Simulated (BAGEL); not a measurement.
# CH3GaOS (SMILES C1[O][GaH][S]1): RI-MP2/def2-SVP (density fitting with qzvpp-jkfit)

What is the energy change on altering one bond length of CH3GaOS at RI-MP2/def2-SVP (density fitting with qzvpp-jkfit)? 

The calculation is run with BAGEL 1.2.2.

2 further runs of the same task are left out: 1 that didn't finish, 1 set aside as unsound or not needed.

### 1 The molecule

CH3GaOS: 7 atoms, total charge 0, spin state singlet. As SMILES, `C1[O][GaH][S]1`. Geometry: a GFN2-xTB relaxation, a rough one for these elements and not checked as a minimum.

Bond lengths: C1–O2 1.393 Å, O2–Ga3 1.814 Å, C1–S4 1.864 Å, Ga3–S4 2.227 Å, C1–H5 1.093 Å, C1–H6 1.092 Å, Ga3–H7 1.552 Å. Some angles: C1–O2–Ga3 98.4°, O2–C1–S4 107.8°, O2–Ga3–S4 81.1°, C1–S4–Ga3 72.7°, O2–C1–H5 111.5°, O2–C1–H6 111.4°, S4–C1–H5 108.1°, S4–C1–H6 108.2°, O2–Ga3–H7 125.2°, S4–Ga3–H7 153.7°.

### 2 The energy at RI-MP2/def2-SVP (density fitting with qzvpp-jkfit)

File mp2.json:

```json
{ "bagel" : [

{
  "title" : "molecule",
  "basis" : "svp",
  "df_basis" : "qzvpp-jkfit",
  "angstrom" : "true",
  "geometry" : [
    { "atom" : "C", "xyz" : [      -0.474710,       0.871300,      -0.024820 ] },
    { "atom" : "O", "xyz" : [       0.359220,       0.273330,       0.917600 ] },
    { "atom" : "Ga", "xyz" : [       0.692760,      -1.273530,       0.030880 ] },
    { "atom" : "S", "xyz" : [      -0.657440,      -0.310010,      -1.454600 ] },
    { "atom" : "H", "xyz" : [      -0.045860,       1.801290,      -0.405900 ] },
    { "atom" : "H", "xyz" : [      -1.467990,       1.063240,       0.387140 ] },
    { "atom" : "H", "xyz" : [       1.594020,      -2.425610,       0.549700 ] }
  ]
},

{
  "title" : "hf"
},

{
  "title" : "mp2",
  "ncore" : 16
}

]}
```

On the command line:

```
BAGEL_NUM_THREADS=1 BAGEL mp2.json > mp2.out
```

The program printed:

```text
* using 1 threads per process

  ===============================================================
  ===============================================================

  *** Geometry ***

  { "atom" : "C", "xyz" : [     -0.897072,      1.646518,     -0.046903 ] },
  { "atom" : "O", "xyz" : [      0.678827,      0.516519,      1.734013 ] },
  { "atom" : "Ga", "xyz" : [      1.309127,     -2.406623,      0.058355 ] },
  { "atom" : "S", "xyz" : [     -1.242382,     -0.585834,     -2.748796 ] },
  { "atom" : "H", "xyz" : [     -0.086663,      3.403945,     -0.767040 ] },
  { "atom" : "H", "xyz" : [     -2.774099,      2.009232,      0.731589 ] },
  { "atom" : "H", "xyz" : [      3.012261,     -4.583739,      1.038782 ] },

  Number of auxiliary basis functions:      600

  Since a DF basis is specified, we compute 2- and 3-index integrals:
    o Being stored without compression. Storage requirement is 0.042 GB

  Number of basis functions:       93
  Number of electrons      :       64

    * METHOD: MOLECULE                             0.39

  *** RHF ***

  === Nuclear Repulsion ===
   344.3601384081

      * DIIS with orbital gradients will be used.

  === RHF iteration (svp) ===
      0      -2434.63292905          0.01501210           0.17
      1      -2434.72728285          0.01198820           0.17
      2      -2434.81094738          0.00129261           0.17
      3      -2434.81270282          0.00032384           0.16
      4      -2434.81283151          0.00008318           0.17
      5      -2434.81284177          0.00002537           0.16
      6      -2434.81284269          0.00001459           0.16
      7      -2434.81284291          0.00000311           0.16
      8      -2434.81284293          0.00000090           0.16
      9      -2434.81284294          0.00000032           0.16
     10      -2434.81284294          0.00000010           0.16
     11      -2434.81284294          0.00000003           0.17
     12      -2434.81284294          0.00000001           0.16
     13      -2434.81284294          0.00000000           0.17
    * SCF iteration converged.

    * Permanent dipole moment:
           (   -0.335370,     0.613216,     0.013306) a.u.

    * METHOD: HF                                   2.65

  *** RHF ***

  === Nuclear Repulsion ===
   344.3601384081

      * DIIS with orbital gradients will be used.

  === RHF iteration (svp) ===
      0      -2434.81284294          0.00000000           0.16
    * SCF iteration converged.

    * Permanent dipole moment:
           (   -0.335370,     0.613216,     0.013306) a.u.

  === DF-MP2 calculation ===

    * freezing 16 orbitals
    * 3-index integral transformation done
    * assembly done

      MP2 correlation energy:   -0.6581766300      0.08

      MP2 total energy:       -2435.4710195657

    * METHOD: MP2                                  0.42

  ===============================================================
```

It took 3.9 s on 1 thread of Arm Neoverse V2, shared host; peak memory 0.17 GiB.

### 3 The distorted shape at the same level

File input.json:

```json
{ "bagel" : [

{
  "title" : "molecule",
  "basis" : "svp",
  "df_basis" : "qzvpp-jkfit",
  "angstrom" : true,
  "geometry" : [
    { "atom" : "C", "xyz" : [       0.319940,       0.717743,      -0.354399 ] },
    { "atom" : "O", "xyz" : [       1.153870,       0.119773,       0.588021 ] },
    { "atom" : "Ga", "xyz" : [       1.487410,      -1.427087,      -0.298699 ] },
    { "atom" : "S", "xyz" : [       0.137210,      -0.463567,      -1.784179 ] },
    { "atom" : "H", "xyz" : [       0.748790,       1.647733,      -0.735479 ] },
    { "atom" : "H", "xyz" : [      -1.467990,       1.063240,       0.387140 ] },
    { "atom" : "H", "xyz" : [       2.388670,      -2.579167,       0.220121 ] }
  ]
},

{ "title" : "hf" },

{ "title" : "mp2", "ncore" : 16 }

]}
```

On the command line:

```
BAGEL_NUM_THREADS=1 BAGEL input.json > input.out
```

The program printed:

```text
* using 1 threads per process

  ===============================================================
  ===============================================================

  *** Geometry ***

  { "atom" : "C", "xyz" : [      0.604599,      1.356338,     -0.669717 ] },
  { "atom" : "O", "xyz" : [      2.180498,      0.226338,      1.111199 ] },
  { "atom" : "Ga", "xyz" : [      2.810798,     -2.696804,     -0.564459 ] },
  { "atom" : "S", "xyz" : [      0.259289,     -0.876015,     -3.371610 ] },
  { "atom" : "H", "xyz" : [      1.415008,      3.113764,     -1.389854 ] },
  { "atom" : "H", "xyz" : [     -2.774099,      2.009232,      0.731589 ] },
  { "atom" : "H", "xyz" : [      4.513932,     -4.873919,      0.415968 ] },

  Number of auxiliary basis functions:      600

  Since a DF basis is specified, we compute 2- and 3-index integrals:
    o Being stored without compression. Storage requirement is 0.042 GB

  Number of basis functions:       93
  Number of electrons      :       64

    * METHOD: MOLECULE                             0.57

  *** RHF ***

  === Nuclear Repulsion ===
   340.7367271071

      * DIIS with orbital gradients will be used.

  === RHF iteration (svp) ===
      0      -2434.49452257          0.01488021           0.17
      1      -2434.58315692          0.01221473           0.17
      2      -2434.67195742          0.00140858           0.16
      3      -2434.67439164          0.00044695           0.17
      4      -2434.67465956          0.00015175           0.17
      5      -2434.67469524          0.00006435           0.17
      6      -2434.67470043          0.00002808           0.16
      7      -2434.67470180          0.00000450           0.17
      8      -2434.67470183          0.00000198           0.17
      9      -2434.67470184          0.00000103           0.17
     10      -2434.67470184          0.00000032           0.17
     11      -2434.67470184          0.00000014           0.17
     12      -2434.67470184          0.00000006           0.17
     13      -2434.67470184          0.00000002           0.20
     14      -2434.67470184          0.00000001           0.16
    * SCF iteration converged.

    * Permanent dipole moment:
           (   -1.007582,     1.002338,     0.335147) a.u.

    * METHOD: HF                                   2.90

  *** RHF ***

  === Nuclear Repulsion ===
   340.7367271071

      * DIIS with orbital gradients will be used.

  === RHF iteration (svp) ===
      0      -2434.67470184          0.00000000           0.17
    * SCF iteration converged.

    * Permanent dipole moment:
           (   -1.007582,     1.002338,     0.335147) a.u.

  === DF-MP2 calculation ===

    * freezing 16 orbitals
    * 3-index integral transformation done
    * assembly done

      MP2 correlation energy:   -0.6754248955      0.09

      MP2 total energy:       -2435.3501267370

    * METHOD: MP2                                  0.43

  ===============================================================
```

Wall time 4.2 s (1 thread of Arm Neoverse V2, shared host); peak memory 0.17 GiB.

### 4 Outcome

Level: RI-MP2/def2-SVP (density fitting with qzvpp-jkfit), 16 core orbitals frozen.

| quantity | value |
| --- | --- |
| first shape: total energy | -2435.47102 Eh |
| first shape: correlation energy (16 core orbitals frozen) | -658.2 mEh |
| distorted shape: total energy | -2435.35013 Eh |
| distorted shape: correlation energy (16 core orbitals frozen) | -675.4 mEh |
| energy change with the C1–H6 bond stretched from 1.092 to 1.966 Å | 3.290 eV |

What this shows: With the C1–H6 bond stretched from 1.092 to 1.966 Å the energy rises by 3.29 eV (317 kJ/mol). The first shape isn't relaxed at this level, so the change isn't measured from a minimum.
